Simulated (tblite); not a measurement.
# C4H9FSeSi2: the cost of one run

Computed with tblite 0.8.0 and PySCF 2.14.0, with density-fitted response routines of our own, on a single molecule in the gas phase. Atoms count from 0, in the outputs and in this text.

## Step 1: The starting structure

17 atoms, charge 0, multiplicity 1; geometry from: force field or distance geometry start.

Bonds of the start (Å): C0–C1 1.32, C1–C2 1.50, C2–C3 1.32, C3–F4 1.37, C2–Si5 1.86, Si5–Se6 2.29, Se6–Si7 2.29, C0–H8 1.08, C0–H9 1.09, C1–H10 1.09, C3–H11 1.09, Si5–H12 1.47, Si5–H13 1.47, Si7–H14 1.46, Si7–H15 1.46, Si7–H16 1.47.

## Step 2: Relaxing the molecule with GFN2-xTB

What the job is given:

```
{"job": {"kind": "relax", "xc": "GFN2-xTB", "basis": "xTB"}, "charge": 0, "multiplicity": 1}
C     -2.341500     0.685300    -0.904000
C     -1.970200     0.360600     0.320100
C     -0.773000    -0.491900     0.638800
C     -0.489400    -0.738200     1.906500
F      0.587900    -1.496100     2.270100
Si     0.320600    -1.164700    -0.709500
Se     1.460700     0.547000    -1.714400
Si     2.604600     0.992100     0.220400
H     -1.814000     0.357100    -1.783800
H     -3.229900     1.307900    -1.037000
H     -2.564200     0.729800     1.152400
H     -1.113200    -0.358400     2.714000
H      1.283100    -2.131900    -0.152000
H     -0.493500    -1.853600    -1.714200
H      3.277900    -0.222000     0.679100
H      3.589300     2.042700    -0.023000
H      1.657800     1.446400     1.252600
```

Started as:

```bash
OMP_NUM_THREADS=1 python probes_run.py task.json out
```

One launch serves the whole session: the jobs run in the order shown.

Q: Estimate the wall time of this first job on 1 thread of Intel Xeon at 2.70GHz, shared host.

About 1.4 s.
